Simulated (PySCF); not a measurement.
**[CeBr2]2+: other functionals and bases at one geometry**

Aim: see how levels, charges and forces of [CeBr2]2+ depend on the level of theory. It is a constructed species; whether it can be made isn't addressed.

Method: several levels, as the steps say, no spin–orbit coupling; program: PySCF 2.14.0.

1 further run of the same task is left out (for a known fault of the program).

## 1. The starting structure

3 atoms, charge 2, spin multiplicity 1.

Bond lengths: Ce1–Br2 2.485 Å, Ce1–Br3 2.485 Å. Angles: Br2–Ce1–Br3 100.9°.

Coordinates:

```
Ce    0.0000    0.0000   -0.9034
Br    1.9162    0.0000    0.6795
Br   -1.9162    0.0000    0.6795
```

Formal oxidation states: Ce +4. The 4f shell is empty and lies in the core potential. An earlier session relaxed this geometry at PBE0, Ce lcecp-2-SVP with ECP46, Br def2-SVP (singlet, point group C2v).

At PBE0 on the finer grid: E = -5185.020129 Eh, frontier levels not given, since the 4f levels lie in the core, Mulliken charge on Ce1 +1.75 e, largest force component 0.012 eV/Å. The large-core potential holds the 4f shell empty.

Levels to run: TPSS; revPBE; PBE0, TZVP. Hardware: 2 threads of Intel Xeon Platinum 8259CL at 2.50GHz (Skylake/Cascade Lake), shared host.

## 2. TPSS

Contents of run.py (the lines that set the calculation):

```python
mol = gto.M(atom='''
Ce     0.00000     0.00000    -0.90338
Br     1.91619     0.00000     0.67948
Br    -1.91619     0.00000     0.67948''',
    basis={'Ce': 'lcecp-2-SVP', 'Br': 'def2-SVP'},
    ecp={'Ce': 'lcecp-2-SVP'},
    charge=2, spin=0)
mf = dft.RKS(mol, xc='TPSS')
mf.grids.atom_grid = (75, 302)  # f atoms: unpruned, at least (60, 302)
mf = mf.density_fit()  # fitting sets: Ce AutoAux, Br def2-universal-JKFIT
mf.conv_tol = 1e-08; mf.max_cycle = 55
mf.kernel(dm0)  # dm0: the density of the relaxed state
```

Started as:

```bash
> OMP_NUM_THREADS=2 python run.py
```

## 3. revPBE

Changes to run.py (the lines that set the calculation) since step 2:

```diff
@@ -7,3 +7,3 @@
     charge=2, spin=0)
-mf = dft.RKS(mol, xc='TPSS')
+mf = dft.RKS(mol, xc='PBE_R,PBE')
 mf.grids.atom_grid = (75, 302)  # f atoms: unpruned, at least (60, 302)
```

## 4. PBE0, TZVP

Basis: Ce lcecp-2-TZVP with ECP46, Br def2-TZVP. 

Contents of run.py (the lines that set the calculation):

```python
mol = gto.M(atom='''
Ce     0.00000     0.00000    -0.90338
Br     1.91619     0.00000     0.67948
Br    -1.91619     0.00000     0.67948''',
    basis={'Ce': 'lcecp-2-TZVP', 'Br': 'def2-TZVP'},
    ecp={'Ce': 'lcecp-2-TZVP'},
    charge=2, spin=0)
mf = dft.RKS(mol, xc='PBE0')
mf.grids.atom_grid = (75, 302)  # f atoms: unpruned, at least (60, 302)
mf = mf.density_fit()  # fitting sets: Ce AutoAux, Br def2-universal-JKFIT
mf.conv_tol = 1e-08; mf.max_cycle = 55
mf.kernel(dm0)  # dm0: free metal ions and neutral atoms
```

What does the calculation give? Wanted: for each run, charge on Ce1; dipole; largest force.

**Answer**, as computed:

| level | state | charge on Ce1 (e) | dipole (D) | largest force (eV/Å) | basis functions | time |
| --- | --- | --- | --- | --- | --- | --- |
| PBE0 (relaxed here) | singlet | 1.75 | 6.80 | 0.01 | 94 | 13 s |
| TPSS | singlet | 1.70 | 6.48 | 0.69 | 94 | 9.1 s |
| revPBE | singlet | 1.63 | 6.15 | 0.70 | 94 | 8.3 s |
| PBE0, TZVP | singlet | 1.84 | 6.62 | 0.06 | 143 | 13 s |

Times are on 2 threads of Intel Xeon Platinum 8259CL at 2.50GHz (Skylake/Cascade Lake), shared host; the first row also made further properties. The dipole of a charged species depends on the origin, so these sizes hold for this origin alone.

The largest leftover force, 0.70 eV/Å with revPBE, stands at a geometry relaxed at another level. The Mulliken charge on Ce spans +1.63 to +1.84 e over the levels. With 4f in the core, its levels are missing from HOMO and gap. Total energies of different levels can't be compared. Spin–orbit coupling is left out throughout.
